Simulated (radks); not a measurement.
# Taking charge from the 3s level of Ga⁺ in fractions

Aim: follow energy and eigenvalue as charge leaves the 3s level of Ga⁺ bit by bit, and test Janak's theorem, Slater's transition state and the straight-line condition.

Program: radks (a radial shooting solver on a logarithmic mesh, Libxc functionals) version 1. Level of theory: Dirac Kohn-Sham, PBEsol, spin-unpolarised, spherical densities, finite nucleus. These are calculated values, not measurements, unless marked.

**1. The atom as given**

| Quantity | Value |
| --- | --- |
| element | gallium (Z = 31) |
| charge | +1 |
| electrons | 30 |
| configuration | [Ar] 3d10 4s2 |
| nuclear rms radius | 3.9973 fm |

Outer shells as boxes (Hund's rule):

Ga⁺
```
[Ar] core
3d [↑↓][↑↓][↑↓][↑↓][↑↓]
4s [↑↓]
```

In the logs a row gives level, spin channel, occupation and eigenvalue; Etot, Ekin, Encl (electron-nucleus), Eh (Hartree) and Exc are energies, all in hartree; err is the last residual, it the number of iterations.

**2. Start: [Ar] 3d10 4s2**

Settings of this run:

```text
Z 31
configuration [Ar] 3d10 4s2
relativity Dirac
functional pbe_sol,pbe_sol
spin unpolarised
j_filling average
nucleus finite rms 3.9973 fm
c 137.035999084
```

Standard output:

```text
1s1/2   1   2.0000        -375.81612342
2s1/2   1   2.0000         -46.63528781
2p1/2   1   2.0000         -41.33056543
2p3/2   1   4.0000         -40.31560335
3s1/2   1   2.0000          -5.73433554
3p1/2   1   2.0000          -4.02075681
3p3/2   1   4.0000          -3.88745777
3d3/2   1   4.0000          -1.01914397
3d5/2   1   6.0000          -1.00214052
4s1/2   1   2.0000          -0.60125312
Etot -1942.3204149863357
Ekin 1980.698253218567
Encl -4679.301693189735
Eh 830.1335262251689
Exc -73.85050124033712
err 2.6834944668560884e-09
it 15
```

Highest occupied level: 4s1/2 at -16.361 eV.

From the orbitals of this run (lengths in bohr):

```
level  occupation  energy (eV)     <r>  outermost maximum (interpolated)  90 % within  nodes
2p1/2           2      -1124.7  0.1884                             0.145        0.309      0
2p3/2           4      -1097.0  0.1919                             0.147        0.313      0
3s1/2           2      -156.04  0.6523                             0.565        0.978      2
3p1/2           2      -109.41  0.6723                             0.561         1.04      1
3p3/2           4      -105.78  0.6832                             0.570         1.05      1
3d3/2           4      -27.732  0.8041                             0.531         1.39      0
3d5/2           6      -27.270  0.8104                             0.534         1.40      0
4s1/2           2      -16.361   2.210                              1.85         3.32      3
```

Radial density 4πr²ρ:

```
r (bohr)  4πr²ρ (e/bohr)
 0.00186          0.9295
 0.00277           1.915
 0.00414           3.835
 0.00617           7.369
 0.00921           13.31
  0.0137           21.95
  0.0205           31.66
  0.0306           37.79
  0.0456           35.85
  0.0686           30.65
   0.102           35.62
   0.153           43.87
   0.228           32.77
   0.340           21.05
   0.507           26.35
   0.756           20.03
    1.13           7.362
    1.68           2.447
    2.51          0.9408
    3.78          0.1636
    5.63        0.007085
```

**3. 0.125 electron removed from 3s**

Changes since step 2:

```diff
@@ -1,3 +1,3 @@
 Z 31
-configuration [Ar] 3d10 4s2
+configuration [Ne] 3s1.875 3p6 3d10 4s2
 relativity Dirac
```

Standard output:

```text
1s1/2   1   2.0000        -375.93610594
2s1/2   1   2.0000         -46.74022060
2p1/2   1   2.0000         -41.43688543
2p3/2   1   4.0000         -40.42174018
3s1/2   1   1.8750          -5.83089348
3p1/2   1   2.0000          -4.11654273
3p3/2   1   4.0000          -3.98288877
3d3/2   1   4.0000          -1.11000097
3d5/2   1   6.0000          -1.09281030
4s1/2   1   2.0000          -0.65403974
Etot -1941.5976077958228
Ekin 1979.9347360790823
Encl -4675.034555001144
Eh 827.2372842432503
Exc -73.73507311701132
err 3.862134128991678e-09
it 14
```

E − E(step 2, start: [Ar] 3d10 4s2) = +19.669 eV. 4s1/2 is the highest filled level (-17.797 eV).

**4. 0.25 electron removed from 3s**

Changes since step 3:

```diff
@@ -1,3 +1,3 @@
 Z 31
-configuration [Ne] 3s1.875 3p6 3d10 4s2
+configuration [Ne] 3s1.75 3p6 3d10 4s2
 relativity Dirac
```

Standard output:

```text
1s1/2   1   2.0000        -376.05824933
2s1/2   1   2.0000         -46.84732874
2p1/2   1   2.0000         -41.54538198
2p3/2   1   4.0000         -40.53005329
3s1/2   1   1.7500          -5.92929066
3p1/2   1   2.0000          -4.21415588
3p3/2   1   4.0000          -4.08013701
3d3/2   1   4.0000          -1.20274671
3d5/2   1   6.0000          -1.18536999
4s1/2   1   2.0000          -0.70796551
Etot -1940.8626149919291
Ekin 1979.1590537686984
Encl -4670.6994663633195
Eh 824.2952375331258
Exc -73.6174399304338
err 3.7811574933369574e-09
it 14
```

E − E(step 2, start: [Ar] 3d10 4s2) = +39.669 eV. 4s1/2 is the highest filled level (-19.265 eV).

**5. 0.375 electron removed from 3s**

Changes since step 4:

```diff
@@ -1,3 +1,3 @@
 Z 31
-configuration [Ne] 3s1.75 3p6 3d10 4s2
+configuration [Ne] 3s1.625 3p6 3d10 4s2
 relativity Dirac
```

Standard output:

```text
1s1/2   1   2.0000        -376.18247726
2s1/2   1   2.0000         -46.95652904
2p1/2   1   2.0000         -41.65597272
2p3/2   1   4.0000         -40.64046021
3s1/2   1   1.6250          -6.02944261
3p1/2   1   2.0000          -4.31351347
3p3/2   1   4.0000          -4.17912002
3d3/2   1   4.0000          -1.29730416
3d5/2   1   6.0000          -1.27974251
4s1/2   1   2.0000          -0.76299342
Etot -1940.1152120248746
Ekin 1978.370963653554
Encl -4666.298655543651
Eh 821.3101717030609
Exc -73.49769183783866
err 2.8652292492109696e-09
it 14
```

E − E(step 2, start: [Ar] 3d10 4s2) = +60.007 eV. 4s1/2 is the highest filled level (-20.762 eV).

**6. 0.5 electron removed from 3s**

Changes since step 5:

```diff
@@ -1,3 +1,3 @@
 Z 31
-configuration [Ne] 3s1.625 3p6 3d10 4s2
+configuration [Ne] 3s1.5 3p6 3d10 4s2
 relativity Dirac
```

Standard output:

```text
1s1/2   1   2.0000        -376.30871963
2s1/2   1   2.0000         -47.06774482
2p1/2   1   2.0000         -41.76858177
2p3/2   1   4.0000         -40.75288498
3s1/2   1   1.5000          -6.13127177
3p1/2   1   2.0000          -4.41453954
3p3/2   1   4.0000          -4.27976216
3d3/2   1   4.0000          -1.39360239
3d5/2   1   6.0000          -1.37585689
4s1/2   1   2.0000          -0.81908933
Etot -1939.355184463821
Ekin 1977.5702338429371
Encl -4661.834160697479
Eh 818.2846556378724
Exc -73.37591324715156
err 3.378953272535772e-09
it 14
```

Energy against step 2 (start: [Ar] 3d10 4s2): +80.688 eV. 4s1/2 is the highest filled level (-22.289 eV).

**7. 0.625 electron removed from 3s**

Changes since step 6:

```diff
@@ -1,3 +1,3 @@
 Z 31
-configuration [Ne] 3s1.5 3p6 3d10 4s2
+configuration [Ne] 3s1.375 3p6 3d10 4s2
 relativity Dirac
```

Standard output:

```text
1s1/2   1   2.0000        -376.43691195
2s1/2   1   2.0000         -47.18090525
2p1/2   1   2.0000         -41.88313906
2p3/2   1   4.0000         -40.86725742
3s1/2   1   1.3750          -6.23470674
3p1/2   1   2.0000          -4.51716425
3p3/2   1   4.0000          -4.38199388
3d3/2   1   4.0000          -1.49157593
3d5/2   1   6.0000          -1.47364759
4s1/2   1   2.0000          -0.87622163
Etot -1938.5823271807044
Ekin 1976.7566427415331
Encl -4657.307851256415
Eh 815.2210646728378
Exc -73.2521833386599
err 4.124924521472858e-09
it 14
```

E − E(step 2, start: [Ar] 3d10 4s2) = +101.719 eV. Highest occupied level: 4s1/2 at -23.843 eV.

**8. 0.75 electron removed from 3s**

Changes since step 7:

```diff
@@ -1,3 +1,3 @@
 Z 31
-configuration [Ne] 3s1.375 3p6 3d10 4s2
+configuration [Ne] 3s1.25 3p6 3d10 4s2
 relativity Dirac
```

Standard output:

```text
1s1/2   1   2.0000        -376.56699477
2s1/2   1   2.0000         -47.29594479
2p1/2   1   2.0000         -41.99957976
2p3/2   1   4.0000         -40.98351261
3s1/2   1   1.2500          -6.33968165
3p1/2   1   2.0000          -4.62132325
3p3/2   1   4.0000          -4.48575111
3d3/2   1   4.0000          -1.59116419
3d5/2   1   6.0000          -1.57305399
4s1/2   1   2.0000          -0.93436100
Etot -1937.796443621425
Ekin 1975.929978082241
Encl -4652.721445231366
Eh 812.1216000206404
Exc -73.12657649294093
err 4.943817311762557e-09
it 14
```

E − E(step 2, start: [Ar] 3d10 4s2) = +123.104 eV. 4s1/2 is the highest filled level (-25.425 eV).

**9. 0.875 electron removed from 3s**

Changes since step 8:

```diff
@@ -1,3 +1,3 @@
 Z 31
-configuration [Ne] 3s1.25 3p6 3d10 4s2
+configuration [Ne] 3s1.125 3p6 3d10 4s2
 relativity Dirac
```

Standard output:

```text
1s1/2   1   2.0000        -376.69891315
2s1/2   1   2.0000         -47.41280263
2p1/2   1   2.0000         -42.11784377
2p3/2   1   4.0000         -41.10159037
3s1/2   1   1.1250          -6.44613563
3p1/2   1   2.0000          -4.72695709
3p3/2   1   4.0000          -4.59097470
3d3/2   1   4.0000          -1.69231102
3d5/2   1   6.0000          -1.67401987
4s1/2   1   2.0000          -0.99348015
Etot -1936.9973451465949
Ekin 1975.0900362534333
Encl -4648.076524754755
Eh 808.9883060471193
Exc -72.99916269239203
err 5.1912335236626784e-09
it 14
```

Energy against step 2 (start: [Ar] 3d10 4s2): +144.848 eV. 4s1/2 is the highest filled level (-27.034 eV).

**10. 1 electron removed from 3s**

Changes since step 9:

```diff
@@ -1,3 +1,3 @@
 Z 31
-configuration [Ne] 3s1.125 3p6 3d10 4s2
+configuration [Ne] 3s1 3p6 3d10 4s2
 relativity Dirac
```

Standard output:

```text
1s1/2   1   2.0000        -376.83261625
2s1/2   1   2.0000         -47.53142231
2p1/2   1   2.0000         -42.23787529
2p3/2   1   4.0000         -41.22143482
3s1/2   1   1.0000          -6.55401232
3p1/2   1   2.0000          -4.83401079
3p3/2   1   4.0000          -4.69760994
3d3/2   1   4.0000          -1.79496426
3d5/2   1   6.0000          -1.77649302
4s1/2   1   2.0000          -1.05355360
Etot -1936.1848504394102
Ekin 1974.2366216466794
Encl -4643.3745495901385
Eh 805.8230853846652
Exc -72.87000788061636
err 4.802929750333432e-09
it 14
```

Energy against step 2 (start: [Ar] 3d10 4s2): +166.957 eV. Highest occupied level: 4s1/2 at -28.669 eV.

**11. All runs together**

| removed (e) | E − E(0) (eV) | eigenvalue (eV) | E minus straight line (eV) |
| --- | --- | --- | --- |
| 0 | 0.000 | -156.04 | 0.000 |
| 0.125 | 19.669 | -158.67 | -1.201 |
| 0.25 | 39.669 | -161.34 | -2.071 |
| 0.375 | 60.007 | -164.07 | -2.602 |
| 0.5 | 80.688 | -166.84 | -2.791 |
| 0.625 | 101.72 | -169.66 | -2.630 |
| 0.75 | 123.10 | -172.51 | -2.114 |
| 0.875 | 144.85 | -175.41 | -1.239 |
| 1 | 166.96 | -178.34 | 0.000 |

In words: Removing the whole electron costs 166.96 eV, against 156.04 eV from minus the starting eigenvalue. Slater's transition state, half an electron removed, gives 166.84 eV. The trapezoid integral of minus the eigenvalue gives 166.96 eV over the range, against 166.96 eV from the energies (Janak's theorem). The eigenvalue moves by 22.3 eV per electron. E bends below the straight line by 2.79 eV at 0.5 electron removed.
